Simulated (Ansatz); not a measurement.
**CH9FSi3: a ladder of functionals and wavefunction methods**

How much do the methods differ for CH9FSi3? The plan is to run it at one geometry with functionals of several rungs and with coupled cluster. The yardstick is the atomisation energy at the CCSD(T) limit.

Computed with Ansatz 0.2.0, Gaussian basis. Level: functionals in def2-TZVPP, the program's frozen cores in correlated methods.

Plan: PBE-D4, r2SCAN-D4, PBE0-D4, B3LYP-D4, ωB97X-V, ωB97M-V, B2PLYP; CCSD(T)/def2-TZVPP; MP2/def2-QZVPP; extrapolation to the limit.

### 1 Structure used throughout

An earlier PBE0-D4 in a triple-zeta def2 set relaxation fixed the geometry.

14 atoms, charge 0, spin multiplicity 1.

Atoms are counted from 1 here; the program's logs count them from 0.

Bond lengths: F1–C2 1.408 Å, C2–Si3 1.894 Å, C2–Si4 1.903 Å, C2–H6 1.098 Å, Si3–H7 1.485 Å, Si3–H8 1.485 Å, Si3–H9 1.487 Å, Si4–Si5 2.341 Å, Si4–H10 1.489 Å, Si4–H11 1.490 Å, Si5–H12 1.488 Å, Si5–H13 1.486 Å, Si5–H14 1.487 Å. Angles: F1–C2–Si3 108.8°, F1–C2–Si4 108.7°, F1–C2–H6 107.2°, Si3–C2–Si4 115.4°, Si3–C2–H6 108.5°, Si4–C2–H6 108.0°, C2–Si3–H7 109.8°, C2–Si3–H8 110.0°, C2–Si3–H9 108.1°, H7–Si3–H8 109.5°, H7–Si3–H9 109.6°, H8–Si3–H9 109.8°, C2–Si4–Si5 111.8°, C2–Si4–H10 109.0°, C2–Si4–H11 107.2°, Si5–Si4–H10 110.0°, Si5–Si4–H11 110.4°, H10–Si4–H11 108.5° and more.

### 2 PBE-D4 (GGA)

in.yaml reads:

```yaml
crystal:
  periodic: [false, false, false]
  atoms:
    - {symbol: F, position_ang: [-2.134026, -0.060253, 0.138261]}
    - {symbol: C, position_ang: [-0.981665, -0.540683, 0.789244]}
    - {symbol: Si, position_ang: [-0.346956, -2.064039, -0.140477]}
    - {symbol: Si, position_ang: [0.262779, 0.888415, 0.958260]}
    - {symbol: Si, position_ang: [0.863490, 1.769052, -1.125746]}
    - {symbol: H, position_ang: [-1.283401, -0.850073, 1.798882]}
    - {symbol: H, position_ang: [0.053850, -1.681204, -1.517901]}
    - {symbol: H, position_ang: [-1.408467, -3.100577, -0.201941]}
    - {symbol: H, position_ang: [0.833156, -2.593450, 0.592877]}
    - {symbol: H, position_ang: [-0.337376, 1.954366, 1.806851]}
    - {symbol: H, position_ang: [1.462129, 0.346796, 1.657350]}
    - {symbol: H, position_ang: [1.740107, 2.953671, -0.920385]}
    - {symbol: H, position_ang: [-0.345189, 2.188633, -1.881426]}
    - {symbol: H, position_ang: [1.608569, 0.760147, -1.924848]}
basis:
  gaussian: {orbitals: def2-TZVPP}
hamiltonian: {xc: pbe, dispersion: d4}
output: {forces: true, orbitals: {seedname: orbitals}}
```

The run is started by

```
$ ansatz run in.yaml --threads 2 --pin off --events-out ev --progress --plain --max-ram 22528MiB --backend cuda --devices 0, --max-vram 18GiB
```

After this run come: r2SCAN-D4 (meta-GGA); PBE0-D4 (hybrid); B3LYP-D4 (hybrid); ωB97X-V (range-separated); ωB97M-V (range-separated); B2PLYP (double hybrid); CCSD(T) in def2-TZVPP; MP2 in def2-QZVPP.

**Question.** What will the summary of the whole plan be? Wanted: atomisation energy, CCSD(T)/CBS; farthest; mean size of error, hybrid; mean size of error, range-separated; gap, smallest and largest; T1 diagnostic; triples share of the correlation energy.

As calculated:

```
                               quantity                                 value
        atomisation energy, CCSD(T)/CBS                       1047.3 kcal/mol
functionals within 5.2 kcal/mol (0.5 %)  PBE-D4, r2SCAN-D4, B3LYP-D4, ωB97M-V
                               farthest               B2PLYP (-17.4 kcal/mol)
             mean size of error, hybrid                          6.2 kcal/mol
    mean size of error, range-separated                          4.3 kcal/mol
              gap, smallest and largest  5.84 eV (PBE-D4), 12.28 eV (ωB97X-V)
                          T1 diagnostic                                0.0129
triples share of the correlation energy                                 3.3 %
```

What this shows: PBE-D4 misses by -3.5 kcal/mol. Double hybrids carry the basis error of their MP2 part in triple zeta, and no dispersion term here, so their miss is partly the set-up's. The reference freezes the cores and leaves out relativity and excitations past (T), so misses under about 5.2 kcal/mol can't be ranked. Hartree-Fock recovers 75 % of the binding; the rest is correlation. The gap grows from 5.8 to 12.3 eV across the functionals, mostly with the share of exact exchange.
